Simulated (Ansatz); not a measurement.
Predict the output of the script below (Ansatz 0.2.0, Python API).

`basis.py`:
```python
"""Basis-set convergence for FGeH4Si."""

import logging
import sys

import ansatz as az
from ase import Atoms

logging.basicConfig(stream=sys.stdout, format="%(levelname)s:%(name)s:%(message)s")
logger = logging.getLogger("run")
logger.setLevel(logging.INFO)

atoms = Atoms(["F", "Si", "Ge", "H", "H", "H", "H"], positions=[
    (-0.8288, -1.7863, 1.4971),
    (-0.9032, -1.0984, -0.073),
    (0.2694, 0.8827, -0.1163),
    (-0.2159, -2.0412, -1.0117),
    (0.2854, 1.4675, -1.5519),
    (-0.3387, 1.9053, 0.8839),
    (1.7929, 0.6022, 0.3262),
])
geometry = az.Crystal.molecule_from_ase(atoms)

setup = (
    geometry.calculation()
    .functional("b3lyp")
    .spin("collinear", total=1)
)

energies = {}
for basis in ["def2-SVP", "def2-SVPD", "def2-TZVP", "def2-TZVPP"]:
    data = setup.basis(gaussian=basis).run().report
    size = data["n_frozen"] + data["n_occupied"][0] + data["n_virtual"][0]
    energies[basis] = (data["reference_energy_ev"] / 27.211386246, data["free_energy_ev"] / 27.211386246)
    logger.info(f"{basis:14s} {size:4d} orbitals  reference {energies[basis][0]:14.6f} Ha  total {energies[basis][1]:14.6f} Ha")

last = energies["def2-TZVPP"][1]
for basis, (_, total) in energies.items():
    logger.info(f"{basis:14s} lies {27.211386 * (total - last):9.4f} eV above def2-TZVPP")
```

```console
$ python basis.py
INFO:run:def2-SVP         84 orbitals  reference   -2468.366741 Ha  total   -2468.366741 Ha
INFO:run:def2-SVPD       117 orbitals  reference   -2468.383972 Ha  total   -2468.383972 Ha
INFO:run:def2-TZVP       140 orbitals  reference   -2468.865845 Ha  total   -2468.865845 Ha
INFO:run:def2-TZVPP      177 orbitals  reference   -2468.866945 Ha  total   -2468.866945 Ha
INFO:run:def2-SVP       lies   13.6112 eV above def2-TZVPP
INFO:run:def2-SVPD      lies   13.1424 eV above def2-TZVPP
INFO:run:def2-TZVP      lies    0.0299 eV above def2-TZVPP
INFO:run:def2-TZVPP     lies    0.0000 eV above def2-TZVPP
```

Against def2-SVP: def2-SVPD -17.2 mHa, def2-TZVP -499.1 mHa and def2-TZVPP -500.2 mHa. The last step alone is -1.10 mHa (these two sets differ little on atoms other than hydrogen). From the first set to the last the time grows from 4.4 to 10.5 s.

The drop along the ladder measures the basis error, and is no property of the molecule. The geometry is a force-field or estimated start, not a minimum of this method, and the last set is no limit. Much of the fall in a total is atomic energy, which cancels in bond and reaction energies. The run takes the species as open-shell (spin multiplicity 2), which needn't be its ground state. b3lyp holds the VWN-RPA fit, as in Gaussian; the form of ORCA and Turbomole is b3lyp5. Run time: 31 s on 1 thread of Arm Neoverse V1, with other jobs on the host, peak memory 0.55 GiB.
